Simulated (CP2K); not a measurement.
## HPbNO4 under changes of volume

One of the cells (14.059 Å³/atom); the others are scaled copies at fixed shape and fractional positions:

```
H Pb N O
1.0
     3.85724    0.00000    0.00000
     0.17568    4.33430    0.00000
     0.70265    0.81828    5.88638
H Pb N O
1 1 1 4
Direct
  0.61511 0.89559 0.19844
  0.64597 0.44651 0.91685
  0.71474 0.23810 0.50058
  0.16958 0.47007 0.77768
  0.62919 0.97045 0.49845
  0.56424 0.92583 0.03849
  0.78022 0.42250 0.31951
```

The cell was built by a generator and needn't be a form met in nature.

* Program: CP2K 2026.2
* Functional: PBE
* Potentials or basis: POTENTIAL_UZH H GTH-PBE-q1, Pb GTH-PBE-q4, N GTH-PBE-q5, O GTH-PBE-q6; TZVP-MOLOPT-PBE-GTH basis
* Density cutoff: 8163 eV
* k mesh: 7 × 6 × 5
* Occupations: fermi-dirac, width 0.05 eV
* Spin: no spin polarisation

| volume (Å³/atom) | energy over the lowest point (meV/atom) | pressure (GPa) | gap on the mesh (eV) |
| --- | --- | --- | --- |
| 13.215 | 31.27 | 9.2 | 0.48 |
| 13.496 | 17.36 | 6.7 | 0.44 |
| 13.778 | ? | ? | ? |
| 14.059 | 1.99 | 2.3 | 0.39 |
| 14.340 | 0.00 | 0.4 | 0.36 |
| 14.621 | 0.82 | -1.3 | 0.34 |
| 14.902 | 4.42 | -2.8 | 0.32 |

Question: What does the run at 13.778 Å³/atom give?

Answer: Energy over the lowest point 7.75 meV/atom; pressure 4.3 GPa; gap on the mesh 0.41 eV.

Worked out: A Birch-Murnaghan fit of order 3 (a polynomial in V^(-2/3)) to the other rows has its minimum at 14.39 Å³/atom with B0 = V·E''(V) = 87 GPa and B' = 5.3 at fixed shape and positions, which overstates the stiffness. It gives 7.72 meV/atom at 13.778 Å³/atom, against the run's 7.75, and -dE/dV = 4.3 GPa, against 4.3. A straight line through the other rows of the gap, of slope -1.32 eV per unit of ln V, gives 0.42 eV, against the run's 0.41.

Energies are extrapolated to zero smearing.

Caveats: spin-orbit coupling is left out, which as a rule narrows the gap of such compounds by several tenths of an eV; an odd mesh through Γ misses points on the zone boundary, where band edges often lie; the basis of atomic orbitals isn't converged, which shifts pressures, moduli and gaps.
